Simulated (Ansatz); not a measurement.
# LiSc12: the cost of one run

Method: DFT PBE+D3(BJ), plane waves, PAW, scalar-relativistic, no spin polarisation, in Ansatz 0.2.0.

## Step 1: Starting point

The cell holds 13 atoms (LiSc12): a = 6.620 Å, b = 9.930 Å, c = 5.276 Å, α = 90.00°, β = 90.00°, γ = 120.00°.

Structure file:

```
Sc Li
1.0
     6.62000    0.00000    0.00000
    -4.96500    8.59963    0.00000
     0.00000    0.00000    5.27614
Sc Li
12 1
Direct
  0.00000 0.00000 0.00000
  0.16667 0.22222 0.50000
  0.00000 0.33333 0.00000
  0.16667 0.55556 0.50000
  0.00000 0.66667 0.00000
  0.16667 0.88889 0.50000
  0.50000 0.00000 0.00000
  0.66667 0.22222 0.50000
  0.50000 0.33333 0.00000
  0.66667 0.55556 0.50000
  0.50000 0.66667 0.00000
  0.66667 0.88889 0.50000
  0.33480 0.77623 0.24446
```

## Step 2: Relaxing end A

Input file input.yaml:

```yaml
crystal:
  lattice:
    - [6.62, 0.0, 0.0]
    - [-4.965, 8.599632, 0.0]
    - [0.0, 0.0, 5.27614]
  atoms:
    - { symbol: Sc, position: [0.0, 0.0, 0.0] }
    - { symbol: Sc, position: [0.1666667, 0.2222222, 0.5] }
    - { symbol: Sc, position: [0.0, 0.3333333, 0.0] }
    - { symbol: Sc, position: [0.1666667, 0.5555556, 0.5] }
    - { symbol: Sc, position: [0.0, 0.6666667, 0.0] }
    - { symbol: Sc, position: [0.1666667, 0.8888889, 0.5] }
    - { symbol: Sc, position: [0.5, 0.0, 0.0] }
    - { symbol: Sc, position: [0.6666667, 0.2222222, 0.5] }
    - { symbol: Sc, position: [0.5, 0.3333333, 0.0] }
    - { symbol: Sc, position: [0.6666667, 0.5555556, 0.5] }
    - { symbol: Sc, position: [0.5, 0.6666667, 0.0] }
    - { symbol: Sc, position: [0.6666667, 0.8888889, 0.5] }
    - { symbol: Li, position: [0.3348045, 0.776227, 0.2444642] }
basis:
  ecutwfc: 420.0
kpoints:
  mp_grid: { grid: [3, 2, 3] }
hamiltonian:
  xc: pbe
  dispersion: d3bj
scf:
  occupations: { method: gaussian, width: 0.1 }
  lower_state_search: "off"
relax:
  f_tol: 0.03
  max_steps: 60
  adjacent_minimum: "off"
```

On the command line:

```bash
ansatz run input.yaml --threads 2 --pin off --max-ram 5120MiB --backend cpu --events-out ev --progress --plain --runs-dir out
```

What time and memory should one allow on 2 threads of Intel Xeon at 2.60GHz (Ice Lake), shared host?

About 87 s, with a peak of 0.76 GiB.
